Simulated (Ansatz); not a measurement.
# AlBrH4O2Si: the cost of one run

Program: Ansatz 0.2.0. Level of theory: RKS PBE/def2-SVP. These are calculated values, not measurements.

### 1 The system as given

Bond lengths: O1–Si2 1.677 Å, Si2–Br3 2.262 Å, Si2–O4 1.648 Å, O4–Al5 1.836 Å, O1–H6 1.057 Å, Si2–H7 1.497 Å, Al5–H8 1.598 Å, Al5–H9 1.646 Å. Angles: O1–Si2–Br3 109.5°, O1–Si2–O4 112.1°, O1–Si2–H7 107.5°, Br3–Si2–O4 108.5°, Br3–Si2–H7 108.4°, O4–Si2–H7 110.7°, Si2–O1–H6 105.2°, Si2–O4–Al5 108.7°, O4–Al5–H8 119.3°, O4–Al5–H9 121.7°, H8–Al5–H9 118.6°.

As a file:

```xyz
9

O     0.4706    1.7442   -0.2038
Si    0.6528    0.1826   -0.7861
Br    1.1239    0.2513   -2.9971
O    -0.7074   -0.7230   -0.5701
Al   -0.9435   -1.0130    1.2270
H    -0.3686    2.1343   -0.7141
H     1.8170   -0.4307   -0.0727
H    -0.2311   -2.2664    1.9162
H    -1.7252    0.0745    2.1837
```

### 2 Relaxing end A

Contents of input.yaml:

```yaml
crystal:
  periodic: [false, false, false]
  atoms:
    - { symbol: O, position_ang: [0.4706, 1.7442, -0.2038] }
    - { symbol: Si, position_ang: [0.6528, 0.1826, -0.7861] }
    - { symbol: Br, position_ang: [1.1239, 0.2513, -2.9971] }
    - { symbol: O, position_ang: [-0.7074, -0.723, -0.5701] }
    - { symbol: Al, position_ang: [-0.9435, -1.013, 1.227] }
    - { symbol: H, position_ang: [-0.3686, 2.1343, -0.7141] }
    - { symbol: H, position_ang: [1.817, -0.4307, -0.0727] }
    - { symbol: H, position_ang: [-0.2311, -2.2664, 1.9162] }
    - { symbol: H, position_ang: [-1.7252, 0.0745, 2.1837] }
basis:
  gaussian: { orbitals: def2-SVP }
hamiltonian:
  xc: pbe
relax:
  f_tol: 0.015
  max_steps: 40
```

Launch:

```console
> ansatz run input.yaml --threads 2 --pin off --max-ram 3072MiB --backend cpu --events-out ev --progress --plain --runs-dir out
```

**Question.** How long does this run take on 2 threads of Arm Neoverse V2, shared host, and how much memory does it need?

About 48 s, with a peak of 0.16 GiB.
